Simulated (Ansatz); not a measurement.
**Co3Ir: equation of state with PBEsol**

Crystal: Co3Ir.

```
Ir Co
1.0
     3.58256    0.00000    0.00000
     0.00000    3.58256    0.00000
     0.00000    0.00000    3.58256
Ir Co
1 3
Direct
  0.00000 0.00000 0.00000
  0.50000 0.50000 0.00000
  0.50000 0.00000 0.50000
  0.00000 0.50000 0.50000
```

The cell comes from a database or a generator and needn't be the stable form of this composition.

```
Program             : Ansatz 0.2.0
Task                : equation of state
Functional          : PBEsol
Potentials or basis : all-electron LAPW, scalar-relativistic
Basis error allowed : 0.001 eV/atom
k mesh              : 8 × 8 × 8
Occupations         : fermi-dirac, width 0.05 eV
Spin                : collinear spin, ferromagnetic start
Starting moments    : [0.6, 2.0, 2.0, 2.0] μB
```

- Equilibrium volume: 11.29 Å³/atom (rough: see the caveat)
- Bulk modulus: 182 GPa (rough)

Energy against volume, from the lowest point:
```csv
volume (Å³/atom),energy (meV/atom)
10.806,11.49
11.036,1.98
11.265,0.00
11.495,1.81
11.725,8.70
11.955,21.32
12.185,39.50
```

All runs of the series together: 3.8 min on 4 threads of Arm Neoverse V1, with other jobs on the host.

Caveat: the fit is doubtful: noisy points or a state that changes with volume. Spin-orbit coupling is left out, which matters for the levels of Ir.
